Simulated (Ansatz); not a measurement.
# BGeH5O2S, SMILES OB(O)[S][GeH3]: a rigid torsion scan

Computed with Ansatz's Python interface.

Typed at the interpreter:
```pycon
>>> import ansatz as az
>>> from ase import Atoms
>>> atoms = Atoms(["O", "B", "O", "S", "Ge", "H", "H", "H", "H", "H"], positions=[
...     (-0.2726, -0.8101, -2.0934),
...     (0.0879, -1.1761, -0.766),
...     (1.4224, -1.6395, -0.5456),
...     (-1.0707, -1.1203, 0.6505),
...     (-0.5923, 0.9458, 1.1751),
...     (-0.1246, 0.2206, -2.1444),
...     (1.9895, -0.8222, -0.2902),
...     (-0.8298, 1.9069, -0.0182),
...     (-1.4386, 1.4294, 2.4481),
...     (0.9119, 1.0143, 1.587),
... ])
>>> # start the scan from a relaxed geometry
>>> first = (
...     az.Crystal.molecule_from_ase(atoms).calculation()
...     .basis(gaussian="def2-SVP")
...     .functional("pbe0")
...     .relax(force_tolerance=0.02, max_steps=80)
... )
>>> atoms.positions = first.run(threads=1, backend="cpu").report["positions_ang"]
>>> start = atoms.get_dihedral(4, 3, 1, 0)
>>> energies = {}
>>> for turn in range(0, 360, 30):
...     turned = atoms.copy()
...     turned.set_dihedral(4, 3, 1, 0, start + turn, indices=[0, 1, 2, 5, 6])
...     calc = az.Crystal.molecule_from_ase(turned).calculation()
...     calc = calc.basis(gaussian="def2-SVP")
...     calc = calc.correlation("mp2")
...     energies[round((start + turn) % 360)] = calc.run(threads=1, backend="cpu").report["free_energy_ev"]
...
>>> floor = min(energies.values())
>>> print("dihedral Ge4-S3-B1-O0 (deg)   E - E(min) (kcal/mol)")
dihedral Ge4-S3-B1-O0 (deg)   E - E(min) (kcal/mol)
>>> for angle, e in sorted(energies.items()):
...     print(f"{angle:8d} {23.060548 * (e - floor):14.3f}  " + "#" * int(30 * (e - floor) / max(max(energies.values()) - floor, 1e-9)))
...
       9          1.451  ##########
      39          1.635  ###########
      69          2.532  ##################
      99          2.903  #####################
     129          1.784  ############
     159          1.864  #############
     189          4.132  ##############################
     219          2.726  ###################
     249          2.803  ####################
     279          2.777  ####################
     309          1.021  #######
     339          0.000
```

Caveats:
- The scan is rigid and the energies are electronic, in a modest basis. With rigid groups the curve can differ much from the relaxed path, the start wasn't checked as a minimum of this torsion, and equivalent turns needn't return to the same energy.
- The start is relaxed with a density functional and scanned with the wavefunction method, so it isn't exactly that method's minimum.
- Finished in 4.3 min on 1 thread of Arm Neoverse V2, with other jobs on the host, peak memory 0.37 GiB.
